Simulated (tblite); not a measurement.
# C5H16AsNSi: the cost of one run

Computed with tblite 0.8.0 and PySCF 2.14.0, with density-fitted response routines of our own, on a single molecule in the gas phase. Atoms count from 0, in the outputs and in this text.

## Step 1: The molecule as given

24 atoms, charge 0, multiplicity 1; geometry from: force field or distance geometry start.

Bonds of the start (Å): C0–As1 1.92, As1–Si2 2.27, Si2–N3 1.81, As1–C4 1.93, C4–C5 1.52, C4–C6 1.51, C4–C7 1.52, C0–H8 1.13, C0–H9 1.12, C0–H10 1.09, Si2–H11 1.47, Si2–H12 1.47, N3–H13 1.06, N3–H14 1.05, C5–H15 1.11, C5–H16 1.10, C5–H17 1.11, C6–H18 1.11, C6–H19 1.13, C6–H20 1.09, C7–H21 1.12, C7–H22 1.10, C7–H23 1.10.

## Step 2: Relaxing the molecule with GFN2-xTB

What the job is given:

```
{"job": {"kind": "relax", "xc": "GFN2-xTB", "basis": "xTB"}, "charge": 0, "multiplicity": 1}
C      0.508100    -2.661800    -0.482400
As     0.625000    -0.743800    -0.516200
Si     2.599600     0.183000     0.098200
N      2.518100     1.945100     0.484300
C     -1.000100     0.228300    -0.155200
C     -1.880900    -0.426400     0.899000
C     -0.821100     1.665700     0.260100
C     -1.795500     0.155500    -1.448100
H     -0.566300    -2.961700    -0.284800
H      0.710400    -3.055700    -1.508200
H      1.086800    -3.195000     0.274200
H      3.264600    -0.510200     1.215800
H      3.534200     0.097100    -1.031700
H      3.424000     2.209100     0.975200
H      2.481900     2.462800    -0.432800
H     -2.902600    -0.550300     0.483100
H     -1.499700    -1.431500     1.112200
H     -1.973400     0.209000     1.801800
H     -1.613300     2.268800    -0.239700
H     -0.931700     1.800900     1.374400
H      0.148300     2.073400    -0.023500
H     -1.621800    -0.892700    -1.809800
H     -2.848200     0.285200    -1.157600
H     -1.458000     0.865000    -2.213800
```

Started as:

```sh
> OMP_NUM_THREADS=1 python probes_run.py task.json out
```

The driver reads the jobs from task.json and runs them one after another.

**Question.** How long does this first job take on 1 thread of Arm Neoverse V2, shared host, and how much memory does it need?

About 1.3 s, with a peak of 0.18 GiB.
